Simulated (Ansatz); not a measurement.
# C₂H₅BrSn: a ladder of functionals and wavefunction methods

The task here is to estimate one member of a computed series from the others.

Program: Ansatz 0.2.0, Gaussian basis. Level of theory: functionals in def2-TZVPP, the program's frozen cores in correlated methods. These are calculated values, not measurements.

Plan: LDA (SPW92), PBE-D4, revPBE-D4, BLYP-D4, r2SCAN-D4, B97M-V, PBE0-D4, B3LYP-D4, r2SCANh-D4, r2SCAN0-D4, HSE06-D4, BHLYP-D4, CAM-B3LYP-D4, LC-ωPBE, ωB97X-V, ωB97M-V, B2PLYP, PBE-QIDH; CCSD(T)/def2-SVP; CCSD(T)/def2-TZVPP; MP2/def2-QZVPP; extrapolation to the limit; RPA on PBE.

**The geometry**

The geometry comes from an earlier relaxation with PBE0-D4 in a triple-zeta def2 set; it is a stationary point, not always the lowest conformer. Sn takes the def2 core potential; no spin-orbit term is included.

SMILES `C=[CH][SnH2][Br]`, 9 atoms, charge 0, spin multiplicity 1.

Atoms are counted from 1 here; the program's logs count them from 0.

Bond lengths: C1–C2 1.326 Å, C1–H5 1.086 Å, C1–H6 1.087 Å, C2–Sn3 2.118 Å, C2–H7 1.088 Å, Sn3–Br4 2.489 Å, Sn3–H8 1.705 Å, Sn3–H9 1.705 Å. Angles: C2–C1–H5 122.1°, C2–C1–H6 121.5°, H5–C1–H6 116.4°, C1–C2–Sn3 122.5°, C1–C2–H7 119.7°, Sn3–C2–H7 117.7°, C2–Sn3–Br4 105.3°, C2–Sn3–H8 113.5°, C2–Sn3–H9 113.5°, Br4–Sn3–H8 106.3°, Br4–Sn3–H9 106.4°, H8–Sn3–H9 111.2°.

The first run:

Input file in.yaml:

```yaml
crystal:
  periodic: [false, false, false]
  atoms:
    - {symbol: C, position_ang: [-0.823034, 0.673191, -1.242204]}
    - {symbol: C, position_ang: [-0.195508, 0.905542, -0.097694]}
    - {symbol: Sn, position_ang: [0.716650, -0.634423, 1.034147]}
    - {symbol: Br, position_ang: [0.304632, -2.724938, -0.251966]}
    - {symbol: H, position_ang: [-0.904084, -0.324573, -1.664128]}
    - {symbol: H, position_ang: [-1.285696, 1.477265, -1.809078]}
    - {symbol: H, position_ang: [-0.137607, 1.920429, 0.289410]}
    - {symbol: H, position_ang: [2.409254, -0.474188, 1.158853]}
    - {symbol: H, position_ang: [0.003893, -0.864705, 2.565560]}
basis:
  gaussian: {orbitals: def2-TZVPP}
hamiltonian: {xc: lda}
output: {orbitals: {seedname: orbitals}}
```

Among the steps run: LDA; PBE-D4 (GGA); revPBE-D4 (GGA); BLYP-D4 (GGA); r2SCAN-D4 (meta-GGA); B97M-V (meta-GGA); PBE0-D4 (hybrid); B3LYP-D4 (hybrid); r2SCANh-D4 (hybrid); r2SCAN0-D4 (hybrid); HSE06-D4 (hybrid); BHLYP-D4 (hybrid); CAM-B3LYP-D4 (range-separated); LC-ωPBE (range-separated); ωB97X-V (range-separated); ωB97M-V (range-separated); B2PLYP (double hybrid); PBE-QIDH (double hybrid).

One of the session's tables, all rows but one given; the rest of the session is left out.

It belongs to the step «Orbital energies across the functionals». 

| functional | HOMO (eV) | gap (eV) |
| --- | --- | --- |
| LDA (SPW92) | -6.93 | 4.99 |
| PBE-D4 | ? | ? |
| revPBE-D4 | -6.75 | 5.20 |
| BLYP-D4 | -6.63 | 5.04 |
| r2SCAN-D4 | -7.12 | 5.70 |
| B97M-V | -7.22 | 5.85 |
| PBE0-D4 | -8.05 | 7.23 |
| B3LYP-D4 | -7.80 | 6.71 |
| r2SCANh-D4 | -7.58 | 6.50 |
| r2SCAN0-D4 | -8.26 | 7.61 |
| HSE06-D4 | -7.66 | 6.47 |
| BHLYP-D4 | -9.13 | 9.13 |
| CAM-B3LYP-D4 | -9.36 | 9.45 |
| LC-ωPBE | -10.75 | 11.99 |
| ωB97X-V | -10.40 | 11.50 |
| ωB97M-V | -10.25 | 11.10 |

Q: Estimate the row for PBE-D4 from the others.

**Answer.** HOMO (eV): -6.80; gap (eV): 5.14. In the column «HOMO (eV)» it lies between LDA (SPW92) (-6.93) and revPBE-D4 (-6.75).
